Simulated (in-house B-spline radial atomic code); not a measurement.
# Xe²⁴⁺: excited configurations

How much energy does it take to promote electrons of Xe²⁴⁺ to other shells? Each configuration is solved by itself and compared with the reference.

Program: in-house B-spline radial atomic code version 1. Level of theory: Dirac-Hartree-Fock, average of configuration, Fermi nucleus, basis-set limit. These are calculated values, not measurements, unless marked.

**1. Starting point**

| Item | Value |
| --- | --- |
| element | xenon (Z = 54) |
| charge | +24 |
| electrons | 30 |
| configuration | [Ar] 3d10 4s2 |
| Hamiltonian | Dirac-Coulomb |
| nucleus | Fermi, rms radius 4.786 fm |

Outer shells as boxes (Hund's rule):

[Ar] 3d10 4s2
```
[Ar] core
3d [↑↓][↑↓][↑↓][↑↓][↑↓]
4s [↑↓]
```

Settings of the run:

```ini
Z = 54
electrons = 30.0
configuration = [Ar] 3d10 4s2
hamiltonian = dirac
method = hf
spin_polarised = False
nucleus = fermi
rms_radius = 4.7859
mass_number = 132
atomic_mass = 131.90415508346
speed_of_light = 137.035999084
```

The reference is known from an earlier run: -7179.951222 hartree in all. Up to eight levels, counted from the top:

```
orbital  occupation  energy (eV)  <r> (bohr)
  2p1/2           2     -5913.04     0.09612
  2p3/2           4     -5585.97      0.1018
  3s1/2           2     -1876.04      0.3002
  3p1/2           2     -1730.91      0.2908
  3p3/2           4     -1665.15      0.3014
  3d3/2           4     -1419.14      0.2713
  3d5/2           6     -1405.25      0.2747
  4s1/2           2      -818.76      0.6343
```

**2. Configuration [Ar] 3d9 4s2 5p1**

Settings of the run:

```ini
Z = 54
electrons = 30.0
configuration = [Ar] 3d9 4s2 5p1
hamiltonian = dirac
method = hf
spin_polarised = False
nucleus = fermi
rms_radius = 4.7859
mass_number = 132
atomic_mass = 131.90415508346
speed_of_light = 137.035999084
```

**3. [Ne] 3s2 3p5 3d10 4s2 6d1**

The settings differ from step 2 so:

```diff
@@ -2,3 +2,3 @@
 electrons = 30.0
-configuration = [Ar] 3d9 4s2 5p1
+configuration = [Ne] 3s2 3p5 3d10 4s2 6d1
 hamiltonian = dirac
```

**4. [Ne] 3s2 3p5 3d10 4s2 5p1**

The settings differ from step 3 so:

```diff
@@ -2,3 +2,3 @@
 electrons = 30.0
-configuration = [Ne] 3s2 3p5 3d10 4s2 6d1
+configuration = [Ne] 3s2 3p5 3d10 4s2 5p1
 hamiltonian = dirac
```

**5. Run with [Ne] 3s2 3p5 3d10 4s2 5g1**

The settings differ from step 4 so:

```diff
@@ -2,3 +2,3 @@
 electrons = 30.0
-configuration = [Ne] 3s2 3p5 3d10 4s2 5p1
+configuration = [Ne] 3s2 3p5 3d10 4s2 5g1
 hamiltonian = dirac
```

**6. [Ar] 3d10 4s1 5p1**

The settings differ from step 5 so:

```diff
@@ -2,3 +2,3 @@
 electrons = 30.0
-configuration = [Ne] 3s2 3p5 3d10 4s2 5g1
+configuration = [Ar] 3d10 4s1 5p1
 hamiltonian = dirac
```

Q: How far above the reference does each configuration lie (order and size, in eV)?

**Answer**, as computed:

| net move | configuration | energy above the reference (eV) | with Breit, QED, recoil (eV) | largest <r> (bohr) |
| --- | --- | --- | --- | --- |
| 4s → 5p | [Ar] 3d10 4s1 5p1 | 374.99 | 374.47 | 1.13 |
| 3d → 5p | [Ar] 3d9 4s2 5p1 | 959.33 | 958.90 | 1.12 |
| 3p → 5p | [Ne] 3s2 3p5 3d10 4s2 5p1 | 1236.91 | 1235.33 | 1.12 |
| 3p → 5g | [Ne] 3s2 3p5 3d10 4s2 5g1 | 1339.83 | 1338.02 | 1.08 |
| 3p → 6d | [Ne] 3s2 3p5 3d10 4s2 6d1 | 1412.28 | 1410.51 | 1.77 |

Quantum defects of the promoted electron, δ = n − ζ/√(−2ε) with ζ = 25 and ε its orbital energy in hartree:

| promotion | δ |
| --- | --- |
| 4s → 5p | 0.622 |
| 3d → 5p | 0.638 |
| 3p → 5p | 0.636 |
| 3p → 5g | 0.026 |
| 3p → 6d | 0.401 |

What this shows: The energies run from 374.99 eV (4s → 5p) to 1412.28 eV (3p → 6d). Koopmans' estimate of the ionisation threshold is 818.76 eV; 4 configurations exceed it by over 2 % and could autoionise. Of those tabulated, the defect is largest for 5p (0.64) and least for 5g (0.03); at this charge much of the defect is relativistic. Two partly filled shells share a symmetry and can mix in the average, which may lower the energy, for: 3p → 5p. These are averages over configurations, without correlation, not spectroscopic levels.
